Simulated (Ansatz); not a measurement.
**CH2AlClO: how energies converge with the basis set**

One table from this session's results is given with a row withheld; the runs are named, their logs left out.

The runs use Ansatz 0.2.0, Gaussian basis; one geometry, several basis sets.

Plan: PBE0-D4/def2-SVP; ωB97M-V/def2-SVP; PBE0-D4/def2-QZVPP; ωB97M-V/def2-QZVPP; the functionals' def2-TZVPP values are taken from earlier runs.

## The geometry

The geometry comes from an earlier relaxation with PBE0-D4 in a triple-zeta def2 set; it is a stationary point.

SMILES `[Cl][Al]1[CH2][O]1`, 6 atoms, charge 0, spin multiplicity 1.

Atoms are counted from 1 here; the program's logs count them from 0.

Bond lengths: Cl1–Al2 2.065 Å, Al2–C3 1.870 Å, Al2–O4 1.694 Å, C3–O4 1.500 Å, C3–H5 1.090 Å, C3–H6 1.090 Å. Angles: Cl1–Al2–C3 170.3°, Cl1–Al2–O4 140.3°, C3–Al2–O4 49.5°, Al2–C3–O4 59.1°, Al2–C3–H5 123.5°, Al2–C3–H6 123.5°, O4–C3–H5 112.5°, O4–C3–H6 112.5°, H5–C3–H6 111.3°, Al2–O4–C3 71.4°.

As a file:

```xyz
6

Cl   -2.1208   -2.1493    0.4468
Al   -0.6829   -0.7070    0.1038
C     0.6244    0.6303    0.1088
O     0.1418    0.0306   -1.1786
H     1.6819    0.4377    0.2883
H     0.3977    1.6935    0.1847
```

Set-up of the first run:

in.yaml reads:

```yaml
crystal:
  periodic: [false, false, false]
  atoms:
    - {symbol: Cl, position_ang: [-2.120755, -2.149256, 0.446810]}
    - {symbol: Al, position_ang: [-0.682921, -0.707001, 0.103800]}
    - {symbol: C, position_ang: [0.624389, 0.630282, 0.108767]}
    - {symbol: O, position_ang: [0.141768, 0.030611, -1.178593]}
    - {symbol: H, position_ang: [1.681917, 0.437727, 0.288273]}
    - {symbol: H, position_ang: [0.397702, 1.693535, 0.184744]}
basis:
  gaussian: {orbitals: def2-SVP}
hamiltonian: {xc: pbe0, dispersion: d4}
output: {orbitals: {seedname: orbitals}}
```

On the command line:

```console
$ ansatz run in.yaml --threads 2 --pin off --events-out ev --progress --plain --max-ram 4352MiB
```

Steps of the session up to this table: PBE0-D4 in def2-SVP; ωB97M-V in def2-SVP; PBE0-D4 in def2-QZVPP; ωB97M-V in def2-QZVPP.

One of the session's tables, all rows but one given; the rest of the session is left out.

| functional | basis | HOMO (eV) | LUMO (eV) |
| --- | --- | --- | --- |
| PBE0-D4 | def2-SVP | -6.76 | -1.44 |
| PBE0-D4 | def2-TZVPP | -6.85 | -1.55 |
| PBE0-D4 | def2-QZVPP | -6.88 | -1.62 |
| ωB97M-V | def2-SVP | -8.98 | 0.38 |
| ωB97M-V | def2-TZVPP | ? | ? |
| ωB97M-V | def2-QZVPP | -9.12 | 0.02 |

Q: Estimate the row for ωB97M-V, def2-TZVPP from the others.

As computed: HOMO (eV): -9.09; LUMO (eV): 0.21. In the column «HOMO (eV)» it lies between ωB97M-V, def2-QZVPP (-9.12) and ωB97M-V, def2-SVP (-8.98).
